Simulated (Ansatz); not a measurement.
# FH3Sn: the cost of one run

Program: Ansatz 0.2.0, Gaussian basis. Level of theory: PBE0-D4/def2-TZVP structures, single points in def2-TZVPP, no counterpoise correction. These are calculated values, not measurements.

Levels: SPW92, PBE-D4, BLYP-D4, r2SCAN-D4, B97M-V, PBE0-D4, B3LYP-D4, r2SCAN0-D4, BHLYP-D4, CAM-B3LYP-D4, wB97X-V, wB97M-V, B2PLYP, PBE-QIDH, RPA on PBE, Hartree-Fock, MP2, CCSD, CCSD(T).

Cores are frozen in the correlated methods. Filled d shells of the heavier atoms are correlated. Core potentials replace the inner electrons past krypton, and spin-orbit coupling is left out. B3LYP uses VWN-RPA correlation. B2PLYP carries no dispersion term here.

88 further runs of the same task are left out: 88 set aside as unsound or not needed.

## Step 1: Where the work starts

The complex: 10 atoms, charge 0, spin multiplicity 1.

Atoms are counted from 1 here; the program's logs count them from 0.

Bond lengths: Sn1–F2 1.928 Å, Sn1–H3 1.700 Å, Sn1–H4 1.700 Å, Sn1–H5 1.699 Å, H6–C7 1.090 Å, C7–H8 1.090 Å, C7–H9 1.090 Å, C7–H10 1.090 Å. Angles: F2–Sn1–H3 104.5°, F2–Sn1–H4 104.5°, F2–Sn1–H5 105.0°, H3–Sn1–H4 113.8°, H3–Sn1–H5 113.9°, H4–Sn1–H5 113.9°, H6–C7–H8 109.7°, H6–C7–H9 109.7°, H6–C7–H10 109.7°, H8–C7–H9 109.3°, H8–C7–H10 109.3°, H9–C7–H10 109.2°.

As a file:

```xyz
10
charge 0, multiplicity 1
Sn   -1.7781    1.1569   -0.4059
F    -1.4264   -0.6364   -1.0206
H    -1.9619    2.0658   -1.8313
H    -3.2046    1.0197    0.5095
H    -0.4114    1.5828    0.5100
H     0.8492   -1.2560   -0.1195
C     1.7546   -1.0381    0.4466
H     1.4967   -0.8295    1.4852
H     2.2555   -0.1697    0.0178
H     2.4264   -1.8955    0.4084
```

Its parts: SnH₃F holds atoms 1, 2, 3, 4, 5; CH₄ holds atoms 6, 7, 8, 9, 10. Each part counts its atoms afresh in its own runs.

## Step 2: Relaxing SnH₃F alone

relax-a/in.yaml

```yaml
crystal:
  periodic: [false, false, false]
  atoms:
    - {symbol: Sn, position_ang: [-1.778064, 1.156922, -0.405904]}
    - {symbol: F, position_ang: [-1.426369, -0.636438, -1.020591]}
    - {symbol: H, position_ang: [-1.961922, 2.065784, -1.831335]}
    - {symbol: H, position_ang: [-3.204593, 1.019672, 0.509452]}
    - {symbol: H, position_ang: [-0.411360, 1.582791, 0.510017]}
basis:
  gaussian: {orbitals: def2-TZVP}
hamiltonian: {xc: pbe0, dispersion: d4}
relax: {f_tol: 0.005, max_steps: 200}
```

Started as:

```bash
$ ansatz run in.yaml --threads 4 --pin off --events-out ev --progress --plain --max-ram 9574MiB
```

What time and memory should one allow on 4 threads of Intel Xeon at 2.50GHz, shared host?

About 6.5 s, with a peak of 0.44 GiB.
